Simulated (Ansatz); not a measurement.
**C₆H₁₈GaN₃: a ladder of functionals and wavefunction methods**

One table from this session's results is given with a row withheld; the runs are named, their logs left out.

Computed with Ansatz 0.2.0, Gaussian basis. Level: functionals in def2-TZVPP, the program's frozen cores in correlated methods.

Plan: LDA (SPW92), PBE-D4, revPBE-D4, BLYP-D4, r2SCAN-D4, B97M-V, PBE0-D4, B3LYP-D4, r2SCANh-D4, r2SCAN0-D4, HSE06-D4, BHLYP-D4, CAM-B3LYP-D4, LC-ωPBE, ωB97X-V, ωB97M-V, B2PLYP, PBE-QIDH; CCSD(T)/def2-SVP; CCSD(T)/def2-TZVPP; MP2/def2-QZVPP; extrapolation to the limit; RPA on PBE.

**The geometry**

All runs share one geometry, relaxed beforehand with PBE0-D4 in a triple-zeta def2 set.

28 atoms, charge 0, spin multiplicity 1.

Atoms are counted from 1 here; the program's logs count them from 0.

Bond lengths: C1–N2 1.437 Å, C1–H11 1.102 Å, C1–H12 1.092 Å, C1–H13 1.101 Å, N2–C3 1.437 Å, N2–Ga4 1.825 Å, C3–H14 1.101 Å, C3–H15 1.102 Å, C3–H16 1.092 Å, Ga4–N5 1.825 Å, Ga4–N8 1.825 Å, N5–C6 1.437 Å, N5–C7 1.437 Å, C6–H17 1.101 Å, C6–H18 1.092 Å, C6–H19 1.102 Å, C7–H20 1.102 Å, C7–H21 1.092 Å and more. Angles: N2–C1–H11 112.1°, N2–C1–H12 111.0°, N2–C1–H13 111.6°, H11–C1–H12 107.7°, H11–C1–H13 106.9°, H12–C1–H13 107.3°, C1–N2–C3 113.2°, C1–N2–Ga4 123.4°, C3–N2–Ga4 123.4°, N2–C3–H14 111.5°, N2–C3–H15 112.1°, N2–C3–H16 111.0°, H14–C3–H15 106.9°, H14–C3–H16 107.4°, H15–C3–H16 107.7°, N2–Ga4–N5 120.0°, N2–Ga4–N8 120.0°, N5–Ga4–N8 120.0° and more.

Set-up of the first run:

in.yaml reads:

```yaml
crystal:
  periodic: [false, false, false]
  atoms:
    - {symbol: C, position_ang: [-1.720497, -1.948145, -1.235676]}
    - {symbol: N, position_ang: [-0.740180, -1.652946, -0.226938]}
    - {symbol: C, position_ang: [-0.399909, -2.790424, 0.582889]}
    - {symbol: Ga, position_ang: [-0.000908, 0.000175, 0.001844]}
    - {symbol: N, position_ang: [-0.917882, 1.490045, -0.518880]}
    - {symbol: C, position_ang: [-2.351593, 1.548133, -0.600228]}
    - {symbol: C, position_ang: [-0.278780, 2.722952, -0.889267]}
    - {symbol: N, position_ang: [1.656897, 0.163086, 0.748089]}
    - {symbol: C, position_ang: [2.097334, 1.338634, 1.447794]}
    - {symbol: C, position_ang: [2.653474, -0.871180, 0.694356]}
    - {symbol: H, position_ang: [-2.674832, -2.283946, -0.799660]}
    - {symbol: H, position_ang: [-1.926602, -1.069807, -1.850783]}
    - {symbol: H, position_ang: [-1.378545, -2.748550, -1.910279]}
    - {symbol: H, position_ang: [-1.284875, -3.204196, 1.091225]}
    - {symbol: H, position_ang: [0.037084, -3.607217, -0.013476]}
    - {symbol: H, position_ang: [0.322484, -2.519261, 1.355584]}
    - {symbol: H, position_ang: [-2.761346, 2.341486, 0.044315]}
    - {symbol: H, position_ang: [-2.800697, 0.605191, -0.281527]}
    - {symbol: H, position_ang: [-2.699952, 1.756735, -1.624375]}
    - {symbol: H, position_ang: [-0.568780, 3.554558, -0.227482]}
    - {symbol: H, position_ang: [0.808298, 2.628705, -0.848190]}
    - {symbol: H, position_ang: [-0.543734, 3.023827, -1.914909]}
    - {symbol: H, position_ang: [2.391422, 1.106407, 2.483327]}
    - {symbol: H, position_ang: [1.303669, 2.087163, 1.494691]}
    - {symbol: H, position_ang: [2.970646, 1.805074, 0.964574]}
    - {symbol: H, position_ang: [3.576459, -0.518868, 0.207882]}
    - {symbol: H, position_ang: [2.294553, -1.732225, 0.126807]}
    - {symbol: H, position_ang: [2.936780, -1.225428, 1.698291]}
basis:
  gaussian: {orbitals: def2-TZVPP}
hamiltonian: {xc: lda}
output: {orbitals: {seedname: orbitals}}
```

Steps of the session up to this table: LDA; PBE-D4 (GGA); revPBE-D4 (GGA); BLYP-D4 (GGA); r2SCAN-D4 (meta-GGA); B97M-V (meta-GGA); PBE0-D4 (hybrid); B3LYP-D4 (hybrid); r2SCANh-D4 (hybrid); r2SCAN0-D4 (hybrid); HSE06-D4 (hybrid); BHLYP-D4 (hybrid); CAM-B3LYP-D4 (range-separated); LC-ωPBE (range-separated); ωB97X-V (range-separated); ωB97M-V (range-separated); B2PLYP (double hybrid); PBE-QIDH (double hybrid).

One of the session's tables, all rows but one given; the rest of the session is left out.

It belongs to the step «Frontier levels by functional». 

```
  functional  HOMO (eV)  LUMO (eV)  gap (eV)
 LDA (SPW92)      -4.61      -0.72      3.89
      PBE-D4          ?          ?         ?
   revPBE-D4      -4.44      -0.30      4.14
     BLYP-D4      -4.38      -0.37      4.01
   r2SCAN-D4      -4.71      -0.15      4.56
      B97M-V      -4.87      -0.45      4.42
     PBE0-D4      -5.75       0.46      6.21
    B3LYP-D4      -5.55       0.18      5.72
  r2SCANh-D4      -5.19       0.17      5.36
  r2SCAN0-D4      -5.92       0.63      6.55
    HSE06-D4      -5.35       0.08      5.44
    BHLYP-D4      -6.97       1.24      8.21
CAM-B3LYP-D4      -7.10       1.38      8.48
     LC-ωPBE      -8.41       2.65     11.06
     ωB97X-V      -8.11       2.38     10.49
     ωB97M-V      -8.04       2.04     10.08
```

Q: Estimate the row for PBE-D4 from the others.

**Answer.** HOMO (eV): -4.49; LUMO (eV): -0.45; gap (eV): 4.04. In the column «HOMO (eV)» it lies between LDA (SPW92) (-4.61) and revPBE-D4 (-4.44).
